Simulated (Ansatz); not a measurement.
**CH5AsSi (SMILES C1[SiH2][AsH]1) at 6 levels**

We compute a comparison of 6 runs (HF/3-21G, B2PLYP/def2-SVP, B3LYP/def2-SVP, BHLYP/def2-SVP, RPA@PBE/def2-SVP, MP2/def2-SVP) of CH5AsSi. 

Program for the calculation: Ansatz 0.2.0.

78 further runs of the same task are left out: 78 set aside as unsound or not needed.

### Step 1. The system as given

The species is CH5AsSi (8 atoms), meant as a singlet with charge 0. As SMILES, `C1[SiH2][AsH]1`. The Si2–H7 distance was set to 2.662 Å, away from the relaxed value. At this shape a bond of the SMILES string is far longer than usual.

Bond lengths: C1–Si2 1.843 Å, C1–As3 2.046 Å, Si2–As3 2.317 Å, C1–H4 1.084 Å, C1–H5 1.086 Å, Si2–H6 1.480 Å, As3–H8 1.526 Å. Some angles: C1–Si2–As3 57.6°, Si2–C1–As3 72.9°, C1–As3–Si2 49.5°, C1–Si2–H6 117.5°, As3–Si2–H6 118.8°, Si2–C1–H4 121.0°, Si2–C1–H5 118.1°, As3–C1–H4 114.8°, As3–C1–H5 110.5°, C1–As3–H8 92.8°.

### Step 2. The energy at HF/3-21G (run 1)

input.yaml reads:

```yaml
crystal:
  periodic: [false, false, false]
  atoms:
    - {symbol: C, position_ang: [-1.836703, 0.210541, -0.101759]}
    - {symbol: Si, position_ang: [-0.358603, 0.855741, 0.789941]}
    - {symbol: As, position_ang: [-1.604503, -0.930059, 1.581441]}
    - {symbol: H, position_ang: [-1.733603, -0.331359, -1.035059]}
    - {symbol: H, position_ang: [-2.757103, 0.784441, -0.048059]}
    - {symbol: H, position_ang: [-0.485103, 2.166541, 1.464741]}
    - {symbol: H, position_ang: [2.040800, 0.422300, -0.277100]}
    - {symbol: H, position_ang: [-0.638003, -1.886759, 0.889841]}
basis:
  gaussian:
    orbitals: 3-21G-spherical.json
output: {orbitals: {seedname: orbitals}}
hamiltonian:
  xc: hf
accuracy: high
```

The basis set 3-21G is read from a file made from the Basis Set Exchange's data (not shown).

Launch:

```
$ ansatz run input.yaml --threads 1 --pin off --max-ram 3480MiB --events-out events.jsonl --progress --plain --runs-dir runs
```

Output:

```text
Warning: RAYON_NUM_THREADS=1 ignored (pool sized by the plan → 1); use --threads N
Functional definition: HF
  name "HF"
  exchange = exact_x
  correlation = 0
1113 factors; integrals over basis functions are off by at most 4.2e-9 eV
mean field evaluation 1: about -69420.5044 eV, gradient 1.6e1 eV
mean field evaluation 2: about -69420.7853 eV, gradient 1.7e1 eV
mean field evaluation 4: about -69421.7472 eV, gradient 2.0e0 eV
mean field evaluation 8: about -69421.7664 eV, gradient 1.4e-1 eV
mean field evaluation 16: about -69421.7666 eV, gradient 2.2e-8 eV
mean field -69421.76657414 eV, -2551.2028658360 hartree, gradient 2.2e-8 eV, S^2 0.000000; 0 other end points of the search recorded, 0 dependent functions left out
reference -69421.76657414 eV, -2551.2028658360 hartree; 29, 29 occupied and 25, 25 virtual orbitals, 1113 factors
Total energy: -69421.76657414 eV, -2551.2028658360 hartree
```

Wall time 0.85 s (1 thread of Arm Neoverse V1, shared host); peak memory 0.12 GiB.

### Step 3. The energy at B2PLYP/def2-SVP (run 2)

job.yaml reads:

```yaml
crystal:
  periodic: [false, false, false]
  atoms:
    - {symbol: C, position_ang: [-1.836703, 0.210541, -0.101759]}
    - {symbol: Si, position_ang: [-0.358603, 0.855741, 0.789941]}
    - {symbol: As, position_ang: [-1.604503, -0.930059, 1.581441]}
    - {symbol: H, position_ang: [-1.733603, -0.331359, -1.035059]}
    - {symbol: H, position_ang: [-2.757103, 0.784441, -0.048059]}
    - {symbol: H, position_ang: [-0.485103, 2.166541, 1.464741]}
    - {symbol: H, position_ang: [2.040800, 0.422300, -0.277100]}
    - {symbol: H, position_ang: [-0.638003, -1.886759, 0.889841]}
basis:
  gaussian: {orbitals: def2-SVP}
output: {orbitals: {seedname: orbitals}}
accuracy: high
hamiltonian: {xc: {name: B2PLYP}}
correlation: {frozen_orbitals: {As: 9, C: 1, H: 0, Si: 5}}
```

Launch:

```
$ ansatz run job.yaml --threads 1 --pin off --max-ram 3480MiB --events-out events.jsonl --progress --plain --runs-dir runs
```

Output:

```text
Warning: RAYON_NUM_THREADS=1 ignored (pool sized by the plan → 1); use --threads N
Functional definition: B2PLYP
  name "B2PLYP"
  parameter a = 0.53
  parameter c = 0.27
  exchange = (1 - a)*b88_x + a*exact_x
  correlation = (1 - c)*lyp_c + c*(mp2_os + mp2_ss)
1893 factors; integrals over basis functions are off by at most 4.2e-9 eV
mean field evaluation 1: about -69799.9583 eV, gradient 3.3e1 eV
mean field evaluation 2: about -69799.9891 eV, gradient 3.3e1 eV
mean field evaluation 4: about -69802.7137 eV, gradient 2.6e0 eV
mean field evaluation 8: about -69802.7427 eV, gradient 4.7e-2 eV
mean field evaluation 16: about -69802.7427 eV, gradient 3.8e-5 eV
mean field -69802.74272567 eV, -2565.2034811699 hartree, gradient 9.2e-8 eV, S^2 0.000000; 0 other end points of the search recorded, 0 dependent functions left out; unrestricted orbitals would lower it
15 core orbitals not correlated: weight in the atoms' cores, before any rotation towards them, 1.000 or more for the frozen orbitals, at most 0.000 for the correlated occupied ones
reference -69802.74275157 eV, -2565.2034821218 hartree; 14, 14 occupied and 60, 60 virtual orbitals, 1893 factors
second order -16.62835056 eV of doubles, -0.00000000 eV of singles
Total energy: -69807.23240622 eV, -2565.3684738871 hartree
```

Run time: 11 s. Hardware: 1 thread of Arm Neoverse V1, shared host; peak memory 0.3 GiB.

Runs 3 to 4 aren't shown in full; the table further down has their settings and results.

### Step 4. The energy at RPA@PBE/def2-SVP (run 5)

molecule.yaml reads:

```yaml
basis:
  gaussian:
    orbitals: def2-SVP
crystal:
  periodic: [false, false, false]
  atoms:
    - {symbol: C, position_ang: [-1.836703, 0.210541, -0.101759]}
    - {symbol: Si, position_ang: [-0.358603, 0.855741, 0.789941]}
    - {symbol: As, position_ang: [-1.604503, -0.930059, 1.581441]}
    - {symbol: H, position_ang: [-1.733603, -0.331359, -1.035059]}
    - {symbol: H, position_ang: [-2.757103, 0.784441, -0.048059]}
    - {symbol: H, position_ang: [-0.485103, 2.166541, 1.464741]}
    - {symbol: H, position_ang: [2.040800, 0.422300, -0.277100]}
    - {symbol: H, position_ang: [-0.638003, -1.886759, 0.889841]}
hamiltonian:
  xc: pbe
correlation:
  method: rpa
  frozen_orbitals: {As: 9, C: 1, H: 0, Si: 5}
accuracy: high
```

Launch:

```
$ ansatz run molecule.yaml --threads 1 --pin off --max-ram 3480MiB --events-out events.jsonl --progress --plain --runs-dir runs
```

Output:

```text
Warning: RAYON_NUM_THREADS=1 ignored (pool sized by the plan → 1); use --threads N
Functional definition: PBE
  name "PBE"
  parameter kappa = 0.804
  parameter beta = 0.06672455060314922
  exchange = pbe_x(kappa = kappa, mu = beta*pi^2/3)
  correlation = pbe_c(beta = beta)
1893 factors; integrals over basis functions are off by at most 4.2e-9 eV
mean field evaluation 1: about -69799.8875 eV, gradient 5.7e1 eV
mean field evaluation 2: about -69799.8769 eV, gradient 5.7e1 eV
mean field evaluation 4: about -69803.3820 eV, gradient 2.5e1 eV
mean field evaluation 8: about -69808.1480 eV, gradient 1.2e0 eV
mean field evaluation 16: about -69808.1523 eV, gradient 1.6e-3 eV
mean field -69808.15234053 eV, -2565.4022808492 hartree, gradient 6.2e-9 eV, S^2 0.000000; 0 other end points of the search recorded, 0 dependent functions left out
15 core orbitals not correlated: weight in the atoms' cores, before any rotation towards them, 1.000 or more for the frozen orbitals, at most 0.000 for the correlated occupied ones
reference -69750.87809349 eV, -2563.2974910925 hartree; 14, 14 occupied and 60, 60 virtual orbitals, 1893 factors
Total energy: -69772.99660292 eV, -2564.1103313215 hartree
```

Run time: 15 s. Hardware: 1 thread of Arm Neoverse V1, shared host; peak memory 0.33 GiB.

### Step 5. A single-point energy at MP2/def2-SVP (run 6)

run.yaml reads:

```yaml
crystal:
  periodic: [false, false, false]
  atoms:
    - {symbol: C, position_ang: [-1.836703, 0.210541, -0.101759]}
    - {symbol: Si, position_ang: [-0.358603, 0.855741, 0.789941]}
    - {symbol: As, position_ang: [-1.604503, -0.930059, 1.581441]}
    - {symbol: H, position_ang: [-1.733603, -0.331359, -1.035059]}
    - {symbol: H, position_ang: [-2.757103, 0.784441, -0.048059]}
    - {symbol: H, position_ang: [-0.485103, 2.166541, 1.464741]}
    - {symbol: H, position_ang: [2.040800, 0.422300, -0.277100]}
    - {symbol: H, position_ang: [-0.638003, -1.886759, 0.889841]}
basis:
  gaussian:
    orbitals: def2-SVP
correlation:
  method: mp2
  frozen_orbitals: {As: 9, C: 1, H: 0, Si: 5}
accuracy: high
```

Launch:

```
$ ansatz run run.yaml --threads 1 --pin off --max-ram 3480MiB --events-out events.jsonl --progress --plain --runs-dir runs
```

Output:

```text
Warning: RAYON_NUM_THREADS=1 ignored (pool sized by the plan → 1); use --threads N
[... 4 set-up lines as earlier in the session ...]
1893 factors; integrals over basis functions are off by at most 4.2e-9 eV
mean field evaluation 1: about -69750.3106 eV, gradient 2.1e1 eV
mean field evaluation 2: about -69750.3645 eV, gradient 2.1e1 eV
mean field evaluation 4: about -69751.9282 eV, gradient 2.8e0 eV
mean field evaluation 8: about -69751.9667 eV, gradient 4.0e-4 eV
mean field -69751.96665972 eV, -2563.3374951635 hartree, gradient 3.9e-8 eV, S^2 0.000000; 0 other end points of the search recorded, 0 dependent functions left out; unrestricted orbitals would lower it
mean field evaluation 16: about -69752.8013 eV, gradient 1.8e0 eV
15 core orbitals not correlated: weight in the atoms' cores, before any rotation towards them, 1.000 or more for the frozen orbitals, at most 0.000 for the correlated occupied ones
reference -69751.96665972 eV, -2563.3374951635 hartree; 14, 14 occupied and 60, 60 virtual orbitals, 1893 factors
second order -13.28820089 eV of doubles, -0.00000000 eV of singles
Total energy: -69765.25486061 eV, -2563.8258275391 hartree
```

Wall time 3.6 s (1 thread of Arm Neoverse V1, shared host); peak memory 0.26 GiB.

### Step 6. The series

| run | level | frozen core orbitals | energy (Eh) | HOMO energy (eV) | LUMO energy (eV) | HOMO–LUMO gap (eV) | wall time |
| --- | --- | --- | --- | --- | --- | --- | --- |
| 1 | HF/3-21G | – | -2551.202866 | -8.83 | 0.24 | 9.06 | 0.85 s |
| 2 | B2PLYP/def2-SVP | 15 | -2565.368474 | -7.68 | -1.87 | 5.81 | 11 s |
| 3 | B3LYP/def2-SVP | – | -2566.002198 | -6.78 | -3.16 | 3.63 | 8.1 s |
| 4 | BHLYP/def2-SVP | – | -2565.877440 | -7.76 | -2.16 | 5.61 | 8.1 s |
| 5 | RPA@PBE/def2-SVP | 15 | -2564.110331 | – | – | – | 15 s |
| 6 | MP2/def2-SVP | 15 | -2563.825828 | – | – | – | 3.6 s |

### Step 7. Outcome

| quantity | value |
| --- | --- |
| run 6: total energy | -2563.82583 Eh |
| run 6: correlation energy (15 core orbitals frozen) | -488.3 mEh |

What this shows: Over runs 1, 2, 3, 4 the HOMO–LUMO gap runs from 3.63 eV (B3LYP/def2-SVP) to 9.06 eV (HF/3-21G). The two ends differ in method and basis. Totals of different functionals can't be ranked against each other. In runs 2, 6 the log says that unrestricted orbitals would lower the reference, so the values rest on an unstable closed-shell determinant (other closed-shell runs at this shape may share the fault). In runs 1, 2, 3, 4, 6 a closed-shell determinant meets a far-stretched bond, which it describes badly. All runs together took 46 s, the longest 15 s.
